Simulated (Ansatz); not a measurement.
Input of an Ansatz 0.2.0 run:

File input.yaml:

```yaml
crystal:
  lattice:
    - [2.6379305253, 0.0, 0.0]
    - [-1.3189652627, 2.2845148484, 0.0]
    - [0.0, 0.0, 6.319344]
  atoms:
    - { symbol: Pd, position: [0.0, 0.0, 0.0] }
    - { symbol: Co, position: [0.6666666667, 0.3333333333, 0.349778], spin: 2.0 }
    - { symbol: Co, position: [0.3333333333, 0.6666666667, 0.650222], spin: 2.0 }
hamiltonian:
  xc: pbesol
  pseudopotentials: { kind: paw }
  dispersion: d3bjatm
magnetization:
  spin_polarized: true
kpoints:
  mp_grid: { grid: [12, 12, 4] }
scf:
  occupations: { method: fermi_dirac, width: 0.05 }
output:
  forces: true
  stress: true
  eigenvalues: true
relax:
  f_tol: 0.01
  max_steps: 40
  cell: { stress_tol: 0.05 }
```

Potentials or basis: Ansatz PAW.

Command:

```console
$ ansatz run input.yaml --threads 2 --pin off --max-ram 5632MiB --backend cpu --events-out ev --progress --plain --runs-dir out
```

Question: Estimate the net moment.

Answer: 3.66 μB per cell.

Question: Estimate the space group after relaxing (to 0.05 Å).

Answer: P-3m1 (No. 164).

Final structure:
```
CELL_PARAMETERS angstrom
2.57112 0.00000 0.00000
-1.28556 2.22666 0.00000
0.00000 0.00000 6.17449
ATOMIC_POSITIONS crystal
Pd 0.00000 0.00000 0.00000
Co 0.66667 0.33333 0.34916
Co 0.33333 0.66667 0.65084
```
